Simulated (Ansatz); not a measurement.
# LaHfO: the cost of one run

Program: Ansatz 0.2.0. Level of theory: DFT PBE, scalar-relativistic, plane waves, PAW. These are calculated values, not measurements.

1 further run of the same task is left out (it didn't finish).

## (1) The structure to begin with

The structure is hexagonal, space group P-6m2 (No. 187). The conventional cell has a = 3.997 Å, b = 3.997 Å, c = 3.926 Å, α = 90.00°, β = 90.00°, γ = 120.00°. La (site symmetry -6m2) has 3 O at 2.31 Å as nearest neighbours. Hf (site symmetry -6m2) is surrounded by 6 O at 3.03 Å and 6 La at 3.03 Å. O (site symmetry -6m2) has 3 La at 2.31 Å and 6 Hf at 3.03 Å as nearest neighbours.

Structure file:

```
CELL_PARAMETERS angstrom
3.99742 0.00000 0.00000
-1.99871 3.46186 0.00000
0.00000 0.00000 3.92608
ATOMIC_POSITIONS crystal
La 0.66667 0.33333 0.00000
Hf 0.00000 0.00000 0.50000
O 0.33333 0.66667 0.00000
```

Recipe of the guess: species swapped into a database cell of GdNiAs (P-6m2, No. 187), with Hf on the Gd sites, O on the Ni sites and La on the As sites. Its size is a rough estimate.

## (2) The guess as it stands, on a coarse mesh

input.yaml reads:

```yaml
crystal:
  lattice:
    - [3.99741709, 0.0, 0.0]
    - [-1.99870854, 3.46186475, 0.0]
    - [0.0, 0.0, 3.9260845]
  atoms:
    - { symbol: La, position: [0.66666667, 0.33333333, 0.0] }
    - { symbol: Hf, position: [0.0, 0.0, 0.5] }
    - { symbol: O, position: [0.33333333, 0.66666667, 0.0] }
basis:
  ecutwfc: 420
kpoints:
  mp_grid: { grid: [6, 6, 4] }
hamiltonian:
  xc: pbe
scf:
  occupations: { method: gaussian, width: 0.1 }
  lower_state_search: "off"
output:
  forces: true
  stress: true
  eigenvalues: true
```

Command:

```console
ansatz run input.yaml --threads 1 --pin off --max-ram 2560MiB --backend cpu --events-out ev --progress --plain --runs-dir out
```

What time and memory should one allow on 1 thread of Arm Neoverse V2, shared host?

About 3.5 s, with a peak of 0.35 GiB.
